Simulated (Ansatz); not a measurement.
# CH8AlNSi2: the cost of one run

Program: Ansatz 0.2.0. Level of theory: RKS CAM-B3LYP/STO-3G. These are calculated values, not measurements.

## 1. Starting point

Bond lengths: Si1–Si2 2.197 Å, Si2–N3 1.787 Å, N3–C4 1.535 Å, N3–Al5 1.971 Å, C4–Al5 1.870 Å, Si1–H6 1.423 Å, Si1–H7 1.519 Å, Si1–H8 1.460 Å, Si2–H9 1.446 Å, Si2–H10 1.495 Å, C4–H11 1.120 Å, C4–H12 1.141 Å, Al5–H13 1.583 Å. Angles (14 of 24 angles, heavy atoms first): Si1–Si2–N3 107.2°, Si2–N3–C4 111.6°, Si2–N3–Al5 106.1°, C4–N3–Al5 63.0°, N3–C4–Al5 70.0°, N3–Al5–C4 47.0°, Si1–Si2–H9 110.6°, Si1–Si2–H10 108.1°, N3–Si2–H9 110.3°, N3–Si2–H10 112.4°, Si2–Si1–H6 112.5°, Si2–Si1–H7 107.9°, Si2–Si1–H8 109.0°, N3–C4–H11 109.0°.

Structure file:

```xyz
13

Si   -2.2260    0.3373    0.4093
Si   -0.2335    0.7806   -0.4031
N     0.5237   -0.7810   -0.8293
C     1.3695   -1.3323    0.3271
Al    2.4647   -0.4449   -0.9012
H    -2.1666   -0.4286    1.6074
H    -2.9037    1.6587    0.7298
H    -3.0245   -0.3156   -0.6235
H    -0.3359    1.6249   -1.5726
H     0.5385    1.5229    0.6399
H     1.3188   -2.4507    0.3138
H     1.1024   -0.8647    1.3331
H     3.5930    0.6588   -1.0160
```

## 2. End point A

Contents of input.yaml:

```yaml
crystal:
  periodic: [false, false, false]
  atoms:
    - { symbol: Si, position_ang: [-2.226, 0.3373, 0.4093] }
    - { symbol: Si, position_ang: [-0.2335, 0.7806, -0.4031] }
    - { symbol: "N", position_ang: [0.5237, -0.781, -0.8293] }
    - { symbol: C, position_ang: [1.3695, -1.3323, 0.3271] }
    - { symbol: Al, position_ang: [2.4647, -0.4449, -0.9012] }
    - { symbol: H, position_ang: [-2.1666, -0.4286, 1.6074] }
    - { symbol: H, position_ang: [-2.9037, 1.6587, 0.7298] }
    - { symbol: H, position_ang: [-3.0245, -0.3156, -0.6235] }
    - { symbol: H, position_ang: [-0.3359, 1.6249, -1.5726] }
    - { symbol: H, position_ang: [0.5385, 1.5229, 0.6399] }
    - { symbol: H, position_ang: [1.3188, -2.4507, 0.3138] }
    - { symbol: H, position_ang: [1.1024, -0.8647, 1.3331] }
    - { symbol: H, position_ang: [3.593, 0.6588, -1.016] }
basis:
  gaussian: { orbitals: STO-3G }
hamiltonian:
  xc: cam_b3lyp
relax:
  f_tol: 0.015
  max_steps: 40
```

On the command line:

```sh
ansatz run input.yaml --threads 1 --pin off --max-ram 2048MiB --backend cpu --events-out ev --progress --plain --runs-dir out
```

What time and memory should one allow on 1 thread of Arm Neoverse V1, shared host?

About 89 s, with a peak of 0.15 GiB.
